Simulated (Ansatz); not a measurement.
Geometry optimisation, DFT PBEsol, scalar-relativistic, plane waves, PAW (Ansatz 0.2.0).

Input:

```yaml
crystal:
  lattice:
    - [5.7958, 0.0, 0.0]
    - [-2.8979, 5.01931, 0.0]
    - [0.0, 0.0, 20.07225]
  atoms:
    - { symbol: W, position: [0.0, 0.0, 0.04982] }
    - { symbol: C, position: [0.3333333, 0.1666667, 0.120288] }
    - { symbol: W, position: [0.0, 0.0, 0.1907559] }
    - { symbol: C, position: [0.3333333, 0.1666667, 0.2612238] }
    - { symbol: W, position: [0.0, 0.0, 0.3316918] }
    - { symbol: C, position: [0.3333333, 0.1666667, 0.4021597] }
    - { symbol: W, position: [0.0, 0.5, 0.04982] }
    - { symbol: C, position: [0.3333333, 0.6666667, 0.120288] }
    - { symbol: W, position: [0.0, 0.5, 0.1907559] }
    - { symbol: C, position: [0.3333333, 0.6666667, 0.2612238] }
    - { symbol: W, position: [0.0, 0.5, 0.3316918] }
    - { symbol: C, position: [0.3333333, 0.6666667, 0.4021597] }
    - { symbol: W, position: [0.5, 0.0, 0.04982] }
    - { symbol: C, position: [0.8333333, 0.1666667, 0.120288] }
    - { symbol: W, position: [0.5, 0.0, 0.1907559] }
    - { symbol: C, position: [0.8333333, 0.1666667, 0.2612238] }
    - { symbol: W, position: [0.5, 0.0, 0.3316918] }
    - { symbol: C, position: [0.8333333, 0.1666667, 0.4021597] }
    - { symbol: W, position: [0.5, 0.5, 0.04982] }
    - { symbol: C, position: [0.8333333, 0.6666667, 0.120288] }
    - { symbol: W, position: [0.5, 0.5, 0.1907559] }
    - { symbol: C, position: [0.8333333, 0.6666667, 0.2612238] }
    - { symbol: W, position: [0.5, 0.5, 0.3316918] }
    - { symbol: C, position: [0.8333333, 0.6666667, 0.4021597] }
    - { symbol: F, position: [0.0080979, 0.4771323, 0.4883483] }
    - { symbol: H, position: [0.0527535, 0.357993, 0.5082764] }
basis:
  ecutwfc: 420.0
kpoints:
  mp_grid: { grid: [3, 3, 1] }
hamiltonian:
  xc: pbesol
  pseudopotentials: { kind: paw, azcp: { folder: soft_1 } }
scf:
  occupations: { method: gaussian, width: 0.1 }
  lower_state_search: "off"
relax:
  f_tol: 0.03
  max_steps: 60
  adjacent_minimum: "off"
  constraints: [{ sites: [0, 1, 6, 7, 12, 13, 18, 19] }]
output:
  write_density: true
  write_potential: true
  elf: true
  volumetric_format: npy
```

Command:

```bash
$ ansatz run input.yaml --threads 4 --pin off --max-ram 10240MiB --backend cpu --events-out ev --progress --plain --runs-dir out
```

Q: Where does it end, and by what steps?

A: The run converged. The force dipped under the threshold on the way, but the program's further checks kept it going. Limits of this set-up: coarse k mesh, thin slab, slab without dipole correction, no dispersion correction for a molecule that may bind weakly, PAW files made for another functional. After 32 steps the energy has fallen by 4.501 eV; F25 moved furthest, 1.41 Å.

```json
{"step": "0", "energy less start (eV)": "0.0000", "largest force component (eV/Å)": "5.905", "accepted": "yes"}
{"step": "2", "energy less start (eV)": "-4.2906", "largest force component (eV/Å)": "0.706", "accepted": "yes"}
{"step": "4", "energy less start (eV)": "-4.3815", "largest force component (eV/Å)": "1.292", "accepted": "yes"}
{"step": "6", "energy less start (eV)": "-4.4410", "largest force component (eV/Å)": "0.148", "accepted": "yes"}
{"step": "8", "energy less start (eV)": "-4.4358", "largest force component (eV/Å)": "1.015", "accepted": "no"}
{"step": "10", "energy less start (eV)": "-4.4558", "largest force component (eV/Å)": "0.458", "accepted": "yes"}
{"step": "12", "energy less start (eV)": "-4.4709", "largest force component (eV/Å)": "0.583", "accepted": "yes"}
{"step": "14", "energy less start (eV)": "-4.4882", "largest force component (eV/Å)": "0.062", "accepted": "yes"}
{"step": "16", "energy less start (eV)": "-4.4938", "largest force component (eV/Å)": "0.145", "accepted": "yes"}
{"step": "18", "energy less start (eV)": "-4.4949", "largest force component (eV/Å)": "0.020", "accepted": "yes"}
{"step": "20", "energy less start (eV)": "-4.4956", "largest force component (eV/Å)": "0.072", "accepted": "yes"}
{"step": "22", "energy less start (eV)": "-4.4963", "largest force component (eV/Å)": "0.157", "accepted": "yes"}
{"step": "24", "energy less start (eV)": "-4.4978", "largest force component (eV/Å)": "0.161", "accepted": "yes"}
{"step": "26", "energy less start (eV)": "-4.5002", "largest force component (eV/Å)": "0.116", "accepted": "yes"}
{"step": "28", "energy less start (eV)": "-4.5009", "largest force component (eV/Å)": "0.028", "accepted": "yes"}
{"step": "30", "energy less start (eV)": "-4.5010", "largest force component (eV/Å)": "0.042", "accepted": "yes"}
{"step": "32", "energy less start (eV)": "-4.5014", "largest force component (eV/Å)": "0.009", "accepted": "yes"}
```

```xyz
26
Lattice="5.7958 0.0000 0.0000 -2.8979 5.0193 0.0000 0.0000 0.0000 20.0723" Properties=species:S:1:pos:R:3
W 0.000 0.000 1.000
C 1.449 0.837 2.414
W 0.000 0.000 3.822
C 1.449 0.837 5.200
W -0.001 0.001 6.707
C 1.451 0.837 7.798
W -1.449 2.510 1.000
C 0.000 3.346 2.414
W -1.449 2.510 3.822
C 0.000 3.346 5.200
W -1.449 2.508 6.706
C 0.002 3.348 7.797
W 2.898 0.000 1.000
C 4.347 0.837 2.414
W 2.898 0.000 3.822
C 4.347 0.837 5.200
W 2.901 0.002 6.707
C 4.346 0.837 7.812
W 1.449 2.510 1.000
C 2.898 3.346 2.414
W 1.449 2.510 3.822
C 2.898 3.347 5.200
W 1.449 2.510 6.706
C 2.897 3.346 7.798
F -0.301 1.621 10.377
H -0.750 1.337 9.594
```

Whether the end is a true minimum wasn't checked by a vibrational analysis.

The run took 4.8 min on 4 threads of Intel(R) Xeon(R) 6975P-C (Granite Rapids) (shared host), peak memory 2.1 GiB.
